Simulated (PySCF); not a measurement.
# B2H7PSi: the cost of one run

Programs: PySCF 2.14.0, with routines of our own; each step states its level. All values are computed. Atoms count from 0.

## Step 1: The starting structure

11 atoms, charge 0, multiplicity 1; geometry from: GFN2-xTB.

## Step 2: Optimising the geometry at PBE0-D3(BJ)/def2-SVP

Job settings and geometry (Å):

```
{"job": {"xc": "PBE0", "basis": "def2-SVP", "d3": "d3bj", "grid": 1, "kind": "geom"}, "charge": 0, "multiplicity": 1}
B     -0.125987     1.996298     0.089573
P      0.258965     0.234627    -0.051144
B      1.970876    -0.348002    -0.022547
Si    -1.394928    -1.246565    -0.061064
H     -1.242459     2.344355     0.119341
H      0.750003     2.769344     0.140253
H      2.839675     0.433285     0.025222
H      2.191304    -1.496241    -0.061004
H     -2.563863    -0.617320    -0.677025
H     -1.713199    -1.657717     1.311521
H     -0.964961    -2.409393    -0.839089
```

The run is started by

```
> OMP_NUM_THREADS=1 python excited_run.py task.json out
```

The driver reads the jobs from task.json and runs them one after another.

**Question.** How long does this run take on 1 thread of Arm Neoverse V2, shared host?

About 8.2 s.
